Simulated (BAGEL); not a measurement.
**C2H6AlS− (SMILES C[C]([AlH3-])=S): HF/cc-pVDZ (density fitting with qzvpp-jkfit)**

Aim: the vertical ionisation energy of C2H6AlS− at HF/cc-pVDZ (density fitting with qzvpp-jkfit), from 2 runs. 

The results are computed with BAGEL 1.2.2.

## 1. The system as given

The species is C2H6AlS− (10 atoms), meant as a singlet with charge -1. SMILES: `C[C]([AlH3-])=S`. Geometry: a GFN2-xTB relaxation, a rough one for these elements and not checked as a minimum.

Bond lengths: C1–C2 1.502 Å, C2–Al3 2.058 Å, C2–S4 1.648 Å, C1–H5 1.093 Å, C1–H6 1.093 Å, C1–H7 1.091 Å, Al3–H8 1.591 Å, Al3–H9 1.611 Å, Al3–H10 1.611 Å. Some angles: C1–C2–Al3 124.3°, C1–C2–S4 116.5°, Al3–C2–S4 119.1°, C2–C1–H5 110.5°, C2–C1–H6 110.7°, C2–C1–H7 109.5°, C2–Al3–H8 110.8°, C2–Al3–H9 102.7°, C2–Al3–H10 102.9°, H5–C1–H6 107.7°.

## 2. A single-point energy at HF/cc-pVDZ (density fitting with qzvpp-jkfit)

Input file job.json:

```json
{ "bagel" : [

{
  "title" : "molecule",
  "basis" : "cc-pvdz.json",
  "df_basis" : "qzvpp-jkfit",
  "angstrom" : true,
  "geometry" : [
    { "atom" : "C", "xyz" : [   -0.351600,    1.355410,   -0.614240 ] },
    { "atom" : "C", "xyz" : [   -0.559810,   -0.103870,   -0.325830 ] },
    { "atom" : "Al", "xyz" : [    0.712510,   -1.256230,    0.810220 ] },
    { "atom" : "S", "xyz" : [   -1.917030,   -0.792930,   -0.957170 ] },
    { "atom" : "H", "xyz" : [   -0.275800,    1.525900,   -1.690860 ] },
    { "atom" : "H", "xyz" : [   -1.192610,    1.946390,   -0.243400 ] },
    { "atom" : "H", "xyz" : [    0.566800,    1.694100,   -0.131870 ] },
    { "atom" : "H", "xyz" : [    0.183280,   -2.752920,    0.910240 ] },
    { "atom" : "H", "xyz" : [    0.723880,   -0.482440,    2.223140 ] },
    { "atom" : "H", "xyz" : [    2.110370,   -1.133420,    0.019790 ] }
  ]
},
{
  "title" : "hf",
  "charge" : -1
},
{
  "title" : "print",
  "file" : "orbitals.molden",
  "orbitals" : true
}

]}
```

The basis set cc-pVDZ is read from a file made from the Basis Set Exchange's data (not shown).

Started as:

```sh
BAGEL_NUM_THREADS=1 BAGEL job.json > job.out
```

What it wrote:

```text
* using 1 threads per process

  ===============================================================
  ===============================================================

  *** Geometry ***

  { "atom" : "C", "xyz" : [     -0.664428,      2.561354,     -1.160745 ] },
  { "atom" : "C", "xyz" : [     -1.057888,     -0.196286,     -0.615729 ] },
  { "atom" : "Al", "xyz" : [      1.346449,     -2.373931,      1.531094 ] },
  { "atom" : "S", "xyz" : [     -3.622662,     -1.498421,     -1.808789 ] },
  { "atom" : "H", "xyz" : [     -0.521186,      2.883533,     -3.195262 ] },
  { "atom" : "H", "xyz" : [     -2.253706,      3.678144,     -0.459959 ] },
  { "atom" : "H", "xyz" : [      1.071097,      3.201385,     -0.249198 ] },
  { "atom" : "H", "xyz" : [      0.346349,     -5.202265,      1.720104 ] },
  { "atom" : "H", "xyz" : [      1.367935,     -0.911679,      4.201126 ] },
  { "atom" : "H", "xyz" : [      3.988021,     -2.141853,      0.037398 ] },

  Number of auxiliary basis functions:      514

  Since a DF basis is specified, we compute 2- and 3-index integrals:
    o Being stored without compression. Storage requirement is 0.036 GB

  Number of basis functions:       94
  Number of electrons      :       47

    * METHOD: MOLECULE                             0.48

  *** RHF ***

  === Nuclear Repulsion ===
   184.8519178154

      * DIIS with orbital gradients will be used.

  === RHF iteration (cc-pvdz.json) ===
      0       -718.54668844          0.01132677           0.13
      1       -718.64729512          0.00564377           0.13
      2       -718.66773263          0.00181724           0.13
      3       -718.67068391          0.00056203           0.13
      4       -718.67101521          0.00012774           0.13
      5       -718.67104178          0.00005043           0.13
      6       -718.67104827          0.00002038           0.13
      7       -718.67104957          0.00000763           0.13
      8       -718.67104977          0.00000196           0.13
      9       -718.67104978          0.00000070           0.13
     10       -718.67104978          0.00000029           0.13
     11       -718.67104978          0.00000013           0.13
     12       -718.67104978          0.00000005           0.13
     13       -718.67104978          0.00000003           0.13
     14       -718.67104978          0.00000002           0.13
     15       -718.67104978          0.00000001           0.13
    * SCF iteration converged.

    * Permanent dipole moment:
           (    0.764969,    -1.627638,     0.949065) a.u.

    * METHOD: HF                                   2.42

    * METHOD: PRINT                                0.03

  ===============================================================
```

Wall time 3.3 s (1 thread of Arm Neoverse N1, shared host); peak memory 0.14 GiB.

## 3. Doublet neutral C2H6AlS

Input file job.json:

```json
{ "bagel": [

{
  "title": "molecule",
  "basis": "cc-pvdz.json",
  "df_basis": "qzvpp-jkfit",
  "angstrom": true,
  "geometry": [
    { "atom": "C", "xyz": [      -0.351600,       1.355410,      -0.614240 ] },
    { "atom": "C", "xyz": [      -0.559810,      -0.103870,      -0.325830 ] },
    { "atom": "Al", "xyz": [       0.712510,      -1.256230,       0.810220 ] },
    { "atom": "S", "xyz": [      -1.917030,      -0.792930,      -0.957170 ] },
    { "atom": "H", "xyz": [      -0.275800,       1.525900,      -1.690860 ] },
    { "atom": "H", "xyz": [      -1.192610,       1.946390,      -0.243400 ] },
    { "atom": "H", "xyz": [       0.566800,       1.694100,      -0.131870 ] },
    { "atom": "H", "xyz": [       0.183280,      -2.752920,       0.910240 ] },
    { "atom": "H", "xyz": [       0.723880,      -0.482440,       2.223140 ] },
    { "atom": "H", "xyz": [       2.110370,      -1.133420,       0.019790 ] }
  ]
},

{
  "title": "uhf",
  "nopen": 1
},

{
  "title": "print",
  "file": "orbitals.molden",
  "orbitals": true
}

]}
```

The basis set cc-pVDZ is read from a file made from the Basis Set Exchange's data (not shown).

Started as:

```sh
BAGEL_NUM_THREADS=1 BAGEL job.json > job.out
```

What it wrote:

```text
* using 1 threads per process

  ===============================================================
  ===============================================================

  *** Geometry ***

  { "atom" : "C", "xyz" : [     -0.664428,      2.561354,     -1.160745 ] },
  { "atom" : "C", "xyz" : [     -1.057888,     -0.196286,     -0.615729 ] },
  { "atom" : "Al", "xyz" : [      1.346449,     -2.373931,      1.531094 ] },
  { "atom" : "S", "xyz" : [     -3.622662,     -1.498421,     -1.808789 ] },
  { "atom" : "H", "xyz" : [     -0.521186,      2.883533,     -3.195262 ] },
  { "atom" : "H", "xyz" : [     -2.253706,      3.678144,     -0.459959 ] },
  { "atom" : "H", "xyz" : [      1.071097,      3.201385,     -0.249198 ] },
  { "atom" : "H", "xyz" : [      0.346349,     -5.202265,      1.720104 ] },
  { "atom" : "H", "xyz" : [      1.367935,     -0.911679,      4.201126 ] },
  { "atom" : "H", "xyz" : [      3.988021,     -2.141853,      0.037398 ] },

  Number of auxiliary basis functions:      514

  Since a DF basis is specified, we compute 2- and 3-index integrals:
    o Being stored without compression. Storage requirement is 0.036 GB

  Number of basis functions:       94
  Number of electrons      :       47

    * METHOD: MOLECULE                             0.48

  *** Open-shell HF ***

  === Nuclear Repulsion ===
   184.8519178154

      * DIIS with orbital gradients will be used.

  === UHF iteration (cc-pvdz.json) ===
      0       -718.45124481          0.02103319           0.26
      1       -718.55055000          0.01035833           0.26
      2       -718.56855027          0.00750271           0.25
      3       -718.57968435          0.00178330           0.26
      4       -718.58238176          0.00117691           0.26
      5       -718.58388036          0.00066531           0.26
      6       -718.58508840          0.00022498           0.26
      7       -718.58522956          0.00011278           0.26
      8       -718.58527294          0.00006104           0.26
      9       -718.58529396          0.00002645           0.26
     10       -718.58530198          0.00001009           0.26
     11       -718.58530436          0.00000479           0.26
     12       -718.58530567          0.00000279           0.26
     13       -718.58530671          0.00000242           0.26
     14       -718.58530704          0.00000212           0.26
     15       -718.58530773          0.00000171           0.26
     16       -718.58530828          0.00000070           0.26
     17       -718.58530828          0.00000036           0.26
     18       -718.58530828          0.00000019           0.26
     19       -718.58530828          0.00000013           0.26
     20       -718.58530828          0.00000008           0.26
     21       -718.58530828          0.00000007           0.26
     22       -718.58530828          0.00000006           0.26
     23       -718.58530828          0.00000004           0.25
     24       -718.58530828          0.00000003           0.26
     25       -718.58530828          0.00000002           0.25
     26       -718.58530828          0.00000001           0.25
     27       -718.58530828          0.00000001           0.26
    * SCF iteration converged.

    * S^2 (UHF) is 0.7744

    * Permanent dipole moment:
           (    1.748587,    -1.599301,     1.551354) a.u.

    * METHOD: UHF                                  7.52

    * METHOD: PRINT                                0.04

  ===============================================================
```

It took 8.4 s on 1 thread of Arm Neoverse N1, shared host; peak memory 0.14 GiB.

## 4. Outcome

Level: HF/cc-pVDZ (density fitting with qzvpp-jkfit).

| quantity | value |
| --- | --- |
| singlet C2H6AlS−: total energy | -718.67105 Eh |
| singlet C2H6AlS−: HOMO energy | -3.72 eV |
| singlet C2H6AlS−: LUMO energy | 6.49 eV |
| singlet C2H6AlS−: HOMO–LUMO gap (to an unbound level, set by the basis) | 10.21 eV |
| doublet neutral C2H6AlS: total energy | -718.58531 Eh |
| doublet neutral C2H6AlS: dipole moment | 7.20 D |
| doublet neutral C2H6AlS: ⟨S²⟩ | 0.774 |
| vertical detachment energy (to the doublet neutral) | 2.333 eV |

In words: The vertical ionisation energy comes to 2.33 eV (225 kJ/mol). −ε(HOMO) before ionisation, 3.72 eV, is 1.39 eV above this ionisation energy.
